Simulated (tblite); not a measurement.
# C5H11ClGeO: the cost of one run

Computed with tblite 0.8.0 and PySCF 2.14.0, with density-fitted response routines of our own, on a single molecule in the gas phase. Atoms count from 0, in the outputs and in this text.

## 1. Starting geometry

19 atoms, charge 0, multiplicity 1; geometry from: force field or distance geometry start.

Bonds of the start (Å): C0–O1 1.40, O1–C2 1.39, C2–C3 1.31, C3–Cl4 1.78, C2–C5 1.49, C5–Ge6 1.95, Ge6–C7 1.95, C0–H8 1.12, C0–H9 1.12, C0–H10 1.12, C3–H11 1.09, C5–H12 1.12, C5–H13 1.11, Ge6–H14 1.56, Ge6–H15 1.53, C7–H16 1.11, C7–H17 1.11, C7–H18 1.10.

## 2. Optimising the geometry with GFN2-xTB

The job: settings as JSON, then the geometry in Å.

```
{"job": {"kind": "relax", "xc": "GFN2-xTB", "basis": "xTB"}, "charge": 0, "multiplicity": 1}
C     -2.764600     0.587400     0.815700
O     -1.423700     0.260400     1.053400
C     -0.777600    -0.594200     0.166200
C     -0.898900    -1.895300     0.172800
Cl    -1.878300    -2.765700     1.374800
C      0.060300     0.065000    -0.881100
Ge     1.443600     1.051000     0.085300
C      3.137100     0.097200     0.173100
H     -3.179000     1.271900     1.602900
H     -3.387700    -0.341500     0.759200
H     -2.869600     1.133200    -0.151300
H     -0.352700    -2.462800    -0.582100
H     -0.610500     0.768300    -1.434500
H      0.489800    -0.676500    -1.587000
H      0.908900     1.241800     1.535300
H      1.674100     2.382500    -0.624700
H      3.638400     0.242900    -0.804300
H      3.756500     0.609400     0.938000
H      3.024100    -0.965800     0.411100
```

Command:

```console
OMP_NUM_THREADS=1 python probes_run.py task.json out
```

This one command runs all jobs of the session in turn.

Q: Estimate the wall time of this first job on 1 thread of Arm Neoverse V1, shared host.

About 2.4 s.
